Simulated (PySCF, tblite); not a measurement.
# C5H3F3OS: dynamics, then NMR shifts on frames, part 2 of 2

tblite 0.8.0 and PySCF 2.14.0. Atoms count from 0. Earlier steps stand in the parts before.

**5. NMR shieldings: 625 fs, PBE0/pcSseg-1**

The job: settings as JSON, then the geometry in Å.

```
{"job": {"kind": "nmr", "xc": "PBE0", "basis": "pcSseg-1", "pop": false}, "charge": 0, "multiplicity": 1}
F      2.534500    -1.623200     0.967100
C      1.403800    -1.354000     0.321600
F      1.644500    -1.339200    -1.037000
F      0.567400    -2.382300     0.493800
O      0.920800    -0.172800     0.687500
C     -0.463200     0.037300     0.570300
C     -1.385400    -0.591200    -0.314700
C     -2.652000    -0.280700    -0.051800
S     -2.786600     0.846400     1.238600
C     -1.114300     0.835200     1.501500
H     -1.080400    -1.112400    -1.237700
H     -3.536300    -0.617400    -0.610700
H     -0.603800     1.306400     2.317800
```

With the program's defaults for keys left out, this is: GIAO PBE0/pcSseg-1 NMR shielding, non-relativistic, gas phase.

Output:

```text
coarse grid: 13264 points
cycle   1  E = -964.2008751205  dE =  2.104e+00  |g| = 1.026e+00  |ddm| = 3.625e+00
cycle   2  E = -964.0415925186  dE =  1.593e-01  |g| = 1.483e+00  |ddm| = 1.194e+00
cycle   3  E = -964.3812739298  dE = -3.397e-01  |g| = 6.592e-02  |ddm| = 6.982e-01
cycle   4  E = -964.3814736579  dE = -1.997e-04  |g| = 5.622e-02  |ddm| = 8.411e-02
cycle   5  E = -964.3820523950  dE = -5.787e-04  |g| = 1.112e-02  |ddm| = 4.891e-02
cycle   6  E = -964.3820770454  dE = -2.465e-05  |g| = 4.913e-03  |ddm| = 1.561e-02
cycle   7  E = -964.3820828735  dE = -5.828e-06  |g| = 8.468e-04  |ddm| = 4.613e-03
final grid: 129928 points
cycle   8  E = -964.4740242652  dE = -4.093e-05  |g| = 1.115e-02  |ddm| = 2.857e-02
cycle   9  E = -964.4739946372  dE =  2.963e-05  |g| = 1.627e-02  |ddm| = 2.142e-02
cycle  10  E = -964.4740489487  dE = -5.431e-05  |g| = 1.164e-03  |ddm| = 1.418e-02
cycle  11  E = -964.4740492372  dE = -2.884e-07  |g| = 4.681e-04  |ddm| = 1.523e-03
cycle  12  E = -964.4740492877  dE = -5.053e-08  |g| = 1.089e-04  |ddm| = 4.389e-04
cycle  13  E = -964.4740492898  dE = -2.044e-09  |g| = 4.868e-05  |ddm| = 1.151e-04
cycle  14  E = -964.4740492902  dE = -4.570e-10  |g| = 7.476e-06  |ddm| = 4.501e-05
converged SCF energy = -964.4740492902

GIAO shielding tensors (ppm)
atom      isotropic    diamagn.    paramagn.     s11        s22        s33       span
  0 F      245.549     467.570    -222.021    178.459    206.299    351.891    173.432
  1 C       53.682     239.634    -185.952     47.377     53.077     60.592     13.215
  2 F      215.542     475.892    -260.350    128.476    156.816    361.335    232.859
  3 F      243.676     472.466    -228.789    168.138    224.153    338.737    170.598
  4 O      174.016     401.358    -227.342    130.523    169.472    222.053     91.531
  5 C       26.606     248.908    -222.302    -49.393     50.896     78.316    127.709
  6 C       64.417     254.301    -189.884    -12.886     46.803    159.335    172.221
  7 C       57.116     261.715    -204.599    -32.059     53.803    149.605    181.664
  8 S      324.811    1055.060    -730.249    178.220    325.616    470.596    292.376
  9 C       63.644     256.550    -192.906    -17.250     59.684    148.498    165.748
 10 H       24.152      30.941      -6.789     19.630     24.993     27.835      8.205
 11 H       24.161      29.072      -4.911     20.668     24.574     27.242      6.574
 12 H       24.493      30.400      -5.907     20.936     25.490     27.054      6.118
```

Wall time 25 s (1 thread of Arm Neoverse V1, shared host); peak memory 0.92 GiB.

In short: δ C5 160.3, C1 133.2, C7 129.8, C9 123.3, H10 7.56, H11 7.56 ppm.

**6. NMR shieldings: 800 fs, PBE0/pcSseg-1**

The job: settings as JSON, then the geometry in Å.

```
{"job": {"kind": "nmr", "xc": "PBE0", "basis": "pcSseg-1", "pop": false}, "charge": 0, "multiplicity": 1}
F      2.483200    -1.545700     0.764100
C      1.252900    -1.409900     0.286200
F      1.313500    -1.749500    -1.051000
F      0.494900    -2.373100     0.815800
O      0.803100    -0.201100     0.449700
C     -0.568700     0.016000     0.474800
C     -1.527100    -0.365300    -0.481000
C     -2.738300     0.114500    -0.200600
S     -2.755300     1.135100     1.197200
C     -1.073900     0.859000     1.432400
H     -1.383300    -1.070900    -1.316200
H     -3.611700     0.071400    -0.759600
H     -0.554700     1.277100     2.206500
```

With the program's defaults for keys left out, this is: GIAO PBE0/pcSseg-1 NMR shielding, non-relativistic, gas phase.

Output:

```text
coarse grid: 13264 points
cycle   1  E = -964.2043981735  dE =  2.214e+00  |g| = 1.023e+00  |ddm| = 3.647e+00
cycle   2  E = -964.0535110259  dE =  1.509e-01  |g| = 1.461e+00  |ddm| = 1.195e+00
cycle   3  E = -964.3814301908  dE = -3.279e-01  |g| = 6.984e-02  |ddm| = 7.035e-01
cycle   4  E = -964.3817071882  dE = -2.770e-04  |g| = 5.705e-02  |ddm| = 8.370e-02
cycle   5  E = -964.3822765983  dE = -5.694e-04  |g| = 1.029e-02  |ddm| = 4.691e-02
cycle   6  E = -964.3822969906  dE = -2.039e-05  |g| = 4.789e-03  |ddm| = 1.508e-02
cycle   7  E = -964.3823025754  dE = -5.585e-06  |g| = 8.274e-04  |ddm| = 4.701e-03
final grid: 129928 points
cycle   8  E = -964.4733973533  dE = -4.132e-05  |g| = 1.084e-02  |ddm| = 2.809e-02
cycle   9  E = -964.4733696262  dE =  2.773e-05  |g| = 1.563e-02  |ddm| = 2.071e-02
cycle  10  E = -964.4734206858  dE = -5.106e-05  |g| = 1.176e-03  |ddm| = 1.398e-02
cycle  11  E = -964.4734210019  dE = -3.161e-07  |g| = 4.794e-04  |ddm| = 1.658e-03
cycle  12  E = -964.4734210565  dE = -5.453e-08  |g| = 9.368e-05  |ddm| = 4.539e-04
cycle  13  E = -964.4734210579  dE = -1.418e-09  |g| = 4.544e-05  |ddm| = 9.648e-05
cycle  14  E = -964.4734210582  dE = -3.474e-10  |g| = 6.103e-06  |ddm| = 3.450e-05
converged SCF energy = -964.4734210582

GIAO shielding tensors (ppm)
atom      isotropic    diamagn.    paramagn.     s11        s22        s33       span
  0 F      245.128     468.372    -223.244    174.503    207.890    352.990    178.487
  1 C       56.502     238.195    -181.693     48.346     55.920     65.241     16.895
  2 F      219.424     475.066    -255.643    129.331    161.279    367.661    238.330
  3 F      242.120     471.697    -229.578    168.573    215.313    342.472    173.899
  4 O      192.264     401.460    -209.196    142.110    180.075    254.608    112.498
  5 C       33.936     248.420    -214.484    -38.797     58.390     82.215    121.012
  6 C       66.321     250.266    -183.945    -13.293     51.520    160.736    174.029
  7 C       53.903     260.496    -206.593    -35.670     45.435    151.943    187.613
  8 S      304.965    1055.344    -750.379    124.623    318.441    471.832    347.209
  9 C       59.445     253.982    -194.537    -20.384     50.374    148.346    168.730
 10 H       24.054      29.932      -5.877     19.490     25.020     27.653      8.163
 11 H       25.094      30.936      -5.843     22.059     25.011     28.211      6.152
 12 H       25.310      32.186      -6.876     22.173     25.957     27.799      5.626
```

Wall time 25 s (1 thread of Arm Neoverse V1, shared host); peak memory 0.88 GiB.

Key values: δ C5 153.0, C7 133.0, C1 130.4, C9 127.5, H10 7.66, H11 6.62 ppm.

**7. NMR shieldings: 1000 fs, PBE0/pcSseg-1**

The job: settings as JSON, then the geometry in Å.

```
{"job": {"kind": "nmr", "xc": "PBE0", "basis": "pcSseg-1", "pop": false}, "charge": 0, "multiplicity": 1}
F      2.445400    -1.808200     0.566500
C      1.150300    -1.634800     0.279700
F      0.973300    -1.792000    -1.051700
F      0.511800    -2.683500     0.812400
O      0.740600    -0.457600     0.775900
C     -0.555600    -0.051900     0.690800
C     -1.568900    -0.688600    -0.028300
C     -2.783400    -0.040600     0.128100
S     -2.671100     1.273600     1.245100
C     -0.980800     0.962500     1.495400
H     -1.516400    -1.508000    -0.718100
H     -3.789600    -0.201700    -0.236300
H     -0.382400     1.562100     2.037200
```

With the program's defaults for keys left out, this is: GIAO PBE0/pcSseg-1 NMR shielding, non-relativistic, gas phase.

Output:

```text
coarse grid: 13264 points
cycle   1  E = -964.2007246226  dE =  2.150e+00  |g| = 1.023e+00  |ddm| = 3.638e+00
cycle   2  E = -964.0429698536  dE =  1.578e-01  |g| = 1.475e+00  |ddm| = 1.200e+00
cycle   3  E = -964.3793303203  dE = -3.364e-01  |g| = 6.864e-02  |ddm| = 7.073e-01
cycle   4  E = -964.3794378201  dE = -1.075e-04  |g| = 6.085e-02  |ddm| = 9.989e-02
cycle   5  E = -964.3802510517  dE = -8.132e-04  |g| = 1.509e-02  |ddm| = 6.110e-02
cycle   6  E = -964.3803046294  dE = -5.358e-05  |g| = 5.054e-03  |ddm| = 1.692e-02
cycle   7  E = -964.3803100820  dE = -5.453e-06  |g| = 9.207e-04  |ddm| = 4.084e-03
final grid: 129928 points
cycle   8  E = -964.4721507269  dE = -4.227e-05  |g| = 1.102e-02  |ddm| = 3.035e-02
cycle   9  E = -964.4721168506  dE =  3.388e-05  |g| = 1.638e-02  |ddm| = 2.262e-02
cycle  10  E = -964.4721756364  dE = -5.879e-05  |g| = 1.376e-03  |ddm| = 1.556e-02
cycle  11  E = -964.4721760960  dE = -4.596e-07  |g| = 4.583e-04  |ddm| = 1.771e-03
cycle  12  E = -964.4721761441  dE = -4.810e-08  |g| = 9.880e-05  |ddm| = 4.180e-04
cycle  13  E = -964.4721761457  dE = -1.658e-09  |g| = 4.771e-05  |ddm| = 1.160e-04
cycle  14  E = -964.4721761461  dE = -4.015e-10  |g| = 8.492e-06  |ddm| = 3.815e-05
converged SCF energy = -964.4721761461

GIAO shielding tensors (ppm)
atom      isotropic    diamagn.    paramagn.     s11        s22        s33       span
  0 F      237.831     468.366    -230.535    173.057    184.430    356.005    182.949
  1 C       54.639     236.323    -181.685     49.064     53.206     61.647     12.583
  2 F      237.154     474.847    -237.693    154.369    203.320    353.773    199.404
  3 F      243.547     470.203    -226.656    162.270    214.152    354.219    191.949
  4 O      178.016     400.764    -222.748    140.968    180.980    212.101     71.133
  5 C       37.436     248.284    -210.848    -33.851     53.531     92.629    126.480
  6 C       65.947     251.722    -185.775    -16.075     55.174    158.743    174.819
  7 C       43.630     259.212    -215.582    -51.044     34.033    147.902    198.946
  8 S      276.575    1055.466    -778.891     83.338    294.191    452.195    368.858
  9 C       66.942     255.244    -188.301     -4.157     58.809    146.176    150.333
 10 H       24.427      30.761      -6.334     19.633     24.082     29.566      9.932
 11 H       23.946      29.296      -5.350     20.986     23.424     27.427      6.441
 12 H       25.844      32.854      -7.011     22.601     26.694     28.236      5.636
```

It took 25 s on 1 thread of Arm Neoverse V1, shared host; peak memory 0.99 GiB.

Key values: δ C5 149.5, C7 143.3, C1 132.3, C6 121.0, H11 7.77, H10 7.29 ppm.

**8. Run by run: NMR shifts**

Shifts (ppm) of some atoms, chosen among heavy atoms and hydrogens apart, with basis size and wall time:

| frame | C7 | C9 | H12 | H11 | F2 | O4 | S8 | functions | time |
| --- | --- | --- | --- | --- | --- | --- | --- | --- | --- |
| 250 fs | 139.6 | 122.6 | 7.99 | 7.29 | -83.1 | 171.7 | 205 | 192 | 26 s |
| 425 fs | 122.6 | 113.3 | 5.97 | 6.96 | -82.6 | 160.6 | 145 | 192 | 25 s |
| 625 fs | 129.8 | 123.3 | 7.22 | 7.56 | -44.6 | 162.1 | 179 | 192 | 25 s |
| 800 fs | 133.0 | 127.5 | 6.41 | 6.62 | -48.5 | 143.8 | 199 | 192 | 25 s |
| 1000 fs | 143.3 | 120.0 | 5.87 | 7.77 | -66.2 | 158.1 | 227 | 192 | 25 s |

**9. What came out**

This closing draws on all 2 parts.

| quantity | value |
| --- | --- |
| thermostat | 200 K |
| mean temperature, second half | 187 K |
| mean potential energy above the minimum | 0.28 eV |
| ¹³C shifts against TMS (PBE0/pcSseg-1, 250 fs) | 157.2, 139.6, 129.5, 125.3, 122.6 ppm |
| ¹H shifts against TMS (PBE0/pcSseg-1, 250 fs) | 7.99, 7.29, 6.63 ppm |
| ¹⁹F shifts against CFCl3 (PBE0/pcSseg-1, 250 fs) | -73.2, -76.0, -83.1 ppm |
| ¹⁷O shifts against H2O (PBE0/pcSseg-1, 250 fs) | 171.7 ppm |
| ³³S shifts against CS2 (PBE0/pcSseg-1, 250 fs) | 205 ppm |
| range of the shift of S8 | 145 to 227 ppm |

What this shows: In the second half the potential energy averages 0.28 eV above the minimum; equipartition over 33 harmonic modes at 200 K would give 0.28 eV. With 13 atoms the temperature swings widely (80 to 258 K). Shifts at one fixed geometry are not the observed spectrum, which averages over the motion. In the first frame run (250 fs): Shielding is most anisotropic at S8 (span 285 ppm, paramagnetic term -756 ppm). NICS(1)zz of -25 ppm above the planar ring from C5 marks a diatropic (aromatic) ring current. In ppm, S8 moves most: its shift spreads over 83 ppm, from 145 (425 fs) to 227 (1000 fs).
